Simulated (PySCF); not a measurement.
# BiF3 (Bi(F)32+): the cost of one run

Computed with PySCF 2.14.0. Level: PBE, Bi def2-SVP with ECP60, F def2-SVP; scalar-relativistic core potentials, no spin–orbit coupling.

3 further runs of the same task are left out: 2 for a known fault of the program, 1 that didn't finish.

## Step 1: Where the work starts

4 atoms, charge 2, spin multiplicity 1.

Bond lengths: Bi1–F2 1.961 Å, Bi1–F3 1.961 Å, Bi1–F4 1.961 Å. Angles: F2–Bi1–F3 120.0°, F2–Bi1–F4 120.0°, F3–Bi1–F4 120.0°.

Coordinates:

| atom | x (Å) | y (Å) | z (Å) |
| --- | --- | --- | --- |
| Bi1 | 0.00000 | 0.00000 | 0.00000 |
| F2 | 1.96080 | 0.00000 | 0.00000 |
| F3 | -0.98040 | 1.69810 | 0.00000 |
| F4 | -0.98040 | -1.69810 | 0.00000 |

Formal oxidation states: Bi +5.

## Step 2: SCF at the start, singlet

run.py (the lines that set the calculation) reads:

```python
mol = gto.M(atom='''
Bi     0.00000     0.00000     0.00000
F      1.96080     0.00000     0.00000
F     -0.98040     1.69810     0.00000
F     -0.98040    -1.69810     0.00000''',
    basis={'Bi': 'def2-SVP', 'F': 'def2-SVP'},
    ecp={'Bi': 'def2-SVP'},
    charge=2, spin=0)
mf = dft.RKS(mol, xc='PBE')
mf.grids.atom_grid = (50, 194)
mf = mf.density_fit()  # fitting sets: Bi def2-universal-JKFIT, F def2-universal-JKFIT
mf.conv_tol = 1e-08; mf.max_cycle = 55
mf.kernel(dm0)  # dm0: free metal ions and neutral atoms
```

On the command line:

```
OMP_NUM_THREADS=2 python run.py
```

**Question.** How long does this run take on 2 threads of Arm Neoverse N1, shared host, and how much memory does it need?

About 2.2 s, with a peak of 0.3 GiB.
